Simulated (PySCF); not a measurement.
# How the numerical set-up moves the result for SiSe⁺

Aim: see how much the energy and properties of SiSe⁺ depend on the numerical set-up.

The runs use PySCF 2.14.0; method and basis as typed in the scripts.

**1. Starting geometry**

SiSe⁺: 2 atoms, charge 1, spin multiplicity 2.

No contacts short enough for the rule that draws bonds.

**2. The base run**

input.py

```python
from pyscf import gto, scf, mp

mol = gto.M(
    atom='Si 0 0 0; Se 0 0 2.679',
    basis='def2-svp',
    charge=1,
    spin=1,
    verbose=4,
)
mf = scf.UHF(mol)
mf.kernel()
mp.MP2(mf).kernel()
mf.dip_moment()
print('orbital energies (hartree):', [e[max(0, n-3):n+3].round(4) for e, n in zip(mf.mo_energy, mol.nelec)])
```

Started as:

```bash
$ OMP_NUM_THREADS=1 python input.py
```

Its log is not repeated here.

In short: E(SCF) = -2687.977561 Eh, E(MP2) − E(SCF) = -0.32830 Eh, ⟨S²⟩ = 0.801.

The bond length is a typed value, not an optimised one. The dipole of an ion depends on the origin.

**3. Pcseg-1**

Run 1 changes basis set: def2-svp → pcseg-1.

Edit input.py of step 2 so:

```diff
@@ -4,3 +4,3 @@
     atom='Si 0 0 0; Se 0 0 2.679',
-    basis='def2-svp',
+    basis='pcseg-1',
     charge=1,
```

Started as:

```bash
$ OMP_NUM_THREADS=1 python input.py
```

Output:

```text
PySCF version 2.14.0

[INPUT] verbose = 4
[INPUT] num. atoms = 2
[INPUT] num. electrons = 47
[INPUT] charge = 1
[INPUT] spin (= nelec alpha-beta = 2S) = 1
[INPUT] symmetry False subgroup None
[INPUT] Mole.unit = angstrom
[INPUT] Symbol           X                Y                Z      unit          X                Y                Z       unit  Magmom
[INPUT]  1 Si     0.000000000000   0.000000000000   0.000000000000 AA    0.000000000000   0.000000000000   0.000000000000 Bohr   0.0
[INPUT]  2 Se     0.000000000000   0.000000000000   2.679000000000 AA    0.000000000000   0.000000000000   5.062576287710 Bohr   0.0

nuclear repulsion = 94.0232745046361
number of shells = 6
number of NR pGTOs = 126
number of NR cGTOs = 45
basis = pcseg-1
ecp = {}

******** <class 'pyscf.scf.uhf.UHF'> ********
method = UHF
initial guess = minao
damping factor = 0
level_shift factor = 0
DIIS = <class 'pyscf.scf.diis.CDIIS'>
diis_start_cycle = 1
diis_space = 8
diis_damp = 0
SCF conv_tol = 1e-09
SCF conv_tol_grad = None
SCF max_cycles = 50
direct_scf = True
direct_scf_tol = 1e-13
number electrons alpha = 24  beta = 23
Set gradient conv threshold to 3.16228e-05
init E= -2687.00296878031
[... the frontier-level lines of each cycle are left out ...]

cycle= 1 E= -2687.86435449327  delta_E= -0.861  |g|= 0.335  |ddm|= 1.19
cycle= 2 E= -2687.56664423687  delta_E= 0.298  |g|= 0.706  |ddm|= 1.62
cycle= 3 E= -2688.02638106874  delta_E= -0.46  |g|= 0.0499  |ddm|= 0.961
cycle= 4 E= -2688.03069494702  delta_E= -0.00431  |g|= 0.0221  |ddm|= 0.132
cycle= 5 E= -2688.03183693171  delta_E= -0.00114  |g|= 0.0119  |ddm|= 0.0683
cycle= 6 E= -2688.03234187649  delta_E= -0.000505  |g|= 0.00778  |ddm|= 0.0452
cycle= 7 E= -2688.03274968649  delta_E= -0.000408  |g|= 0.00548  |ddm|= 0.0468
cycle= 8 E= -2688.0331058115  delta_E= -0.000356  |g|= 0.00444  |ddm|= 0.0524
cycle= 9 E= -2688.03326495514  delta_E= -0.000159  |g|= 0.0046  |ddm|= 0.0224
cycle= 10 E= -2688.03296931923  delta_E= 0.000296  |g|= 0.00388  |ddm|= 0.0463
cycle= 11 E= -2688.03258310549  delta_E= 0.000386  |g|= 0.00224  |ddm|= 0.0987
cycle= 12 E= -2688.03246055469  delta_E= 0.000123  |g|= 0.00214  |ddm|= 0.0856
cycle= 13 E= -2688.03246446419  delta_E= -3.91e-06  |g|= 0.000783  |ddm|= 0.0111
cycle= 14 E= -2688.03246547206  delta_E= -1.01e-06  |g|= 0.000336  |ddm|= 0.00513
cycle= 15 E= -2688.03246596195  delta_E= -4.9e-07  |g|= 0.000174  |ddm|= 0.00207
cycle= 16 E= -2688.03246610568  delta_E= -1.44e-07  |g|= 4.23e-05  |ddm|= 0.00223
cycle= 17 E= -2688.0324660989  delta_E= 6.78e-09  |g|= 4.69e-05  |ddm|= 0.000625
cycle= 18 E= -2688.03246610069  delta_E= -1.78e-09  |g|= 1.77e-05  |ddm|= 0.000327
cycle= 19 E= -2688.03246610159  delta_E= -9.04e-10  |g|= 3.21e-06  |ddm|= 0.000154
Extra cycle  E= -2688.03246610162  delta_E= -3.41e-11  |g|= 2.68e-06  |ddm|= 9.92e-06
converged SCF energy = -2688.03246610162  <S^2> = 0.80388229  2S+1 = 2.0531754

******** <class 'pyscf.mp.ump2.UMP2'> ********
nocc = (np.int64(24), np.int64(23)), nmo = (45, 45)
E(UMP2) = -2688.21702363924  E_corr = -0.184557537617876
E(SCS-UMP2) = -2688.21102520748  E_corr = -0.178559105860005
E_corr(same-spin) = -0.0495114684016695
E_corr(oppo-spin) = -0.135046069216207

WARN: System has nonzero charge 1; the dipole moment is origin-dependent.
Location of origin: [0. 0. 0.]

Dipole moment(X, Y, Z, Debye):  0.00000, -0.00000,  0.60501
orbital energies (hartree): [array([-0.6402, -0.5432, -0.5432, -0.2721, -0.2721, -0.1938]), array([-0.8122, -0.5495, -0.5495, -0.2955, -0.2553, -0.2553])]
```

Run time: 1.4 s. Hardware: 1 thread of Arm Neoverse V1, shared host.

Result: E(SCF) = -2688.032466 Eh (-1.4940 eV from the base), E(MP2) − E(SCF) = -0.18456 Eh, ⟨S²⟩ = 0.804.

**4. 6-31g***

Run 2 changes basis set: def2-svp → 6-31g*.

Edit input.py of step 2 so:

```diff
@@ -4,3 +4,3 @@
     atom='Si 0 0 0; Se 0 0 2.679',
-    basis='def2-svp',
+    basis='6-31g*',
     charge=1,
```

Started as:

```bash
$ OMP_NUM_THREADS=1 python input.py
```

Output:

```text
[... 14 set-up lines left out, the same as in an earlier log ...]
number of shells = 20
number of NR pGTOs = 146
number of NR cGTOs = 50
basis = 6-31g*
[... 18 set-up lines left out, the same as in an earlier log ...]
init E= -2687.09076849348
[... the frontier-level lines of each cycle are left out ...]

cycle= 1 E= -2687.87488477774  delta_E= -0.784  |g|= 0.334  |ddm|= 1.07
cycle= 2 E= -2687.55176267461  delta_E= 0.323  |g|= 0.734  |ddm|= 1.52
cycle= 3 E= -2688.03922583292  delta_E= -0.487  |g|= 0.0552  |ddm|= 0.932
cycle= 4 E= -2688.04351392839  delta_E= -0.00429  |g|= 0.0243  |ddm|= 0.114
cycle= 5 E= -2688.04469921478  delta_E= -0.00119  |g|= 0.0126  |ddm|= 0.0612
cycle= 6 E= -2688.04521792272  delta_E= -0.000519  |g|= 0.00875  |ddm|= 0.0405
cycle= 7 E= -2688.04563370723  delta_E= -0.000416  |g|= 0.00664  |ddm|= 0.0402
cycle= 8 E= -2688.04606434956  delta_E= -0.000431  |g|= 0.00565  |ddm|= 0.0489
cycle= 9 E= -2688.04635537395  delta_E= -0.000291  |g|= 0.00583  |ddm|= 0.0331
cycle= 10 E= -2688.04608214946  delta_E= 0.000273  |g|= 0.00521  |ddm|= 0.034
cycle= 11 E= -2688.04558647337  delta_E= 0.000496  |g|= 0.00289  |ddm|= 0.0929
cycle= 12 E= -2688.04538253145  delta_E= 0.000204  |g|= 0.00372  |ddm|= 0.0828
cycle= 13 E= -2688.04537560379  delta_E= 6.93e-06  |g|= 0.00207  |ddm|= 0.0224
cycle= 14 E= -2688.04537741525  delta_E= -1.81e-06  |g|= 0.000578  |ddm|= 0.0257
cycle= 15 E= -2688.04537680401  delta_E= 6.11e-07  |g|= 0.000646  |ddm|= 0.00873
cycle= 16 E= -2688.04537761297  delta_E= -8.09e-07  |g|= 0.000153  |ddm|= 0.00344
cycle= 17 E= -2688.04537765359  delta_E= -4.06e-08  |g|= 7.06e-05  |ddm|= 0.00154
cycle= 18 E= -2688.04537766074  delta_E= -7.15e-09  |g|= 1.66e-05  |ddm|= 0.000225
cycle= 19 E= -2688.04537766113  delta_E= -3.87e-10  |g|= 2.04e-06  |ddm|= 6.3e-05
Extra cycle  E= -2688.04537766113  delta_E= -3.64e-12  |g|= 1.84e-06  |ddm|= 6.7e-06
converged SCF energy = -2688.04537766113  <S^2> = 0.80017421  2S+1 = 2.0495602

******** <class 'pyscf.mp.ump2.UMP2'> ********
nocc = (np.int64(24), np.int64(23)), nmo = (50, 50)
E(UMP2) = -2688.39090733754  E_corr = -0.345529676413839
E(SCS-UMP2) = -2688.36856793054  E_corr = -0.323190269409788
E_corr(same-spin) = -0.105513856484791
E_corr(oppo-spin) = -0.240015819929048

WARN: System has nonzero charge 1; the dipole moment is origin-dependent.
Location of origin: [0. 0. 0.]

Dipole moment(X, Y, Z, Debye):  0.00000,  0.00000,  0.56188
orbital energies (hartree): [array([-0.6405, -0.543 , -0.543 , -0.2735, -0.2735, -0.198 ]), array([-0.8169, -0.5483, -0.5483, -0.295 , -0.2572, -0.2572])]
```

Run time: 1.7 s. Hardware: 1 thread of Arm Neoverse V1, shared host.

This run: E(SCF) = -2688.045378 Eh (-1.8454 eV from the base), E(MP2) − E(SCF) = -0.34553 Eh, ⟨S²⟩ = 0.800.

**5. Density fitting auto**

Run 3 changes density fitting: none → auto.

Edit input.py of step 2 so:

```diff
@@ -10,2 +10,3 @@
 mf = scf.UHF(mol)
+mf = mf.density_fit()
 mf.kernel()
```

Started as:

```bash
$ OMP_NUM_THREADS=1 python input.py
```

Output:

```text
[... 15 set-up lines left out, the same as in an earlier log ...]
number of NR pGTOs = 110
[... 1 set-up line left out, the same as in an earlier log ...]
basis = def2-svp
[... 2 set-up lines left out, the same as in an earlier log ...]
******** <class 'pyscf.df.df_jk.DFUHF'> ********
method = DFUHF
[... 10 set-up lines left out, the same as in an earlier log ...]
direct_scf = False
[... 2 set-up lines left out, the same as in an earlier log ...]
******** <class 'pyscf.df.df.DF'> ********
auxbasis = def2-svp-jkfit
init E= -2686.98738840737
[... the frontier-level lines of each cycle are left out ...]

cycle= 1 E= -2687.80924925609  delta_E= -0.822  |g|= 0.337  |ddm|= 1.09
cycle= 2 E= -2687.49656397097  delta_E= 0.313  |g|= 0.731  |ddm|= 1.52
cycle= 3 E= -2687.97155769192  delta_E= -0.475  |g|= 0.0543  |ddm|= 0.878
cycle= 4 E= -2687.97587491379  delta_E= -0.00432  |g|= 0.0235  |ddm|= 0.119
cycle= 5 E= -2687.97702547038  delta_E= -0.00115  |g|= 0.0121  |ddm|= 0.0618
cycle= 6 E= -2687.97750846967  delta_E= -0.000483  |g|= 0.00822  |ddm|= 0.0382
cycle= 7 E= -2687.97788194977  delta_E= -0.000373  |g|= 0.0064  |ddm|= 0.0351
cycle= 8 E= -2687.97823991212  delta_E= -0.000358  |g|= 0.00579  |ddm|= 0.0375
cycle= 9 E= -2687.97849393989  delta_E= -0.000254  |g|= 0.00601  |ddm|= 0.0261
cycle= 10 E= -2687.97806590024  delta_E= 0.000428  |g|= 0.00503  |ddm|= 0.0518
cycle= 11 E= -2687.97768317035  delta_E= 0.000383  |g|= 0.00276  |ddm|= 0.0732
cycle= 12 E= -2687.97752316424  delta_E= 0.00016  |g|= 0.00331  |ddm|= 0.0649
cycle= 13 E= -2687.97751061784  delta_E= 1.25e-05  |g|= 0.00169  |ddm|= 0.0261
cycle= 14 E= -2687.97751302976  delta_E= -2.41e-06  |g|= 0.000343  |ddm|= 0.0175
cycle= 15 E= -2687.97751255349  delta_E= 4.76e-07  |g|= 0.000507  |ddm|= 0.00568
cycle= 16 E= -2687.97751302237  delta_E= -4.69e-07  |g|= 0.000192  |ddm|= 0.0026
cycle= 17 E= -2687.97751308775  delta_E= -6.54e-08  |g|= 4.62e-05  |ddm|= 0.00104
cycle= 18 E= -2687.97751309186  delta_E= -4.11e-09  |g|= 6.45e-06  |ddm|= 0.00017
cycle= 19 E= -2687.97751309198  delta_E= -1.2e-10  |g|= 3.36e-06  |ddm|= 4.21e-05
Extra cycle  E= -2687.97751309199  delta_E= -9.09e-12  |g|= 2.85e-06  |ddm|= 9.78e-06
converged SCF energy = -2687.97751309199  <S^2> = 0.80067698  2S+1 = 2.0500507

******** <class 'pyscf.mp.dfump2.DFUMP2'> ********
nocc = (np.int64(24), np.int64(23)), nmo = (50, 50)
E(DFUMP2) = -2688.3058094207  E_corr = -0.328296328712032
E(SCS-DFUMP2) = -2688.28542075795  E_corr = -0.307907665960809
E_corr(same-spin) = -0.0992860713388035
E_corr(oppo-spin) = -0.229010257373229

WARN: System has nonzero charge 1; the dipole moment is origin-dependent.
Location of origin: [0. 0. 0.]

Dipole moment(X, Y, Z, Debye): -0.00000,  0.00000,  0.76422
orbital energies (hartree): [array([-0.6367, -0.5424, -0.5424, -0.2705, -0.2705, -0.1926]), array([-0.8125, -0.5474, -0.5474, -0.2942, -0.2548, -0.2548])]
```

Wall time 1.5 s (1 thread of Arm Neoverse V1, shared host).

Outcome: E(SCF) = -2687.977513 Eh (+0.0013 eV from the base), E(MP2) − E(SCF) = -0.32830 Eh, ⟨S²⟩ = 0.801.

**6. All runs together**

| run | E(SCF) (hartree) | from base (eV) | cycles | gap, α spin (eV) | functions | after the SCF |
| --- | --- | --- | --- | --- | --- | --- |
| base | -2687.977561 | 0 | 19 | 7.40 | 50 | MP2 correlation -8.933 eV |
| pcseg-1 | -2688.032466 | -1.4940 | 19 | 7.38 | 45 | MP2 correlation -5.022 eV |
| 6-31g* | -2688.045378 | -1.8454 | 19 | 7.33 | 50 | MP2 correlation -9.402 eV |
| density fitting auto | -2687.977513 | +0.0013 | 19 | 7.40 | 50 | MP2 correlation -8.933 eV |

Wall time on 1 thread of Arm Neoverse V1, shared host, start-up included: base 1.4 s; pcseg-1 1.4 s; 6-31g* 1.7 s; density fitting auto 1.5 s.

In words: The largest comparable shift of the SCF energy, -1.845 eV, comes with the run “6-31g*”. pcseg-1 (45 functions) gives an energy 1.49 eV lower than def2-svp (50); size alone doesn't order basis sets of different families. 6-31g* (50 functions) gives an energy 1.85 eV lower than def2-svp (50).
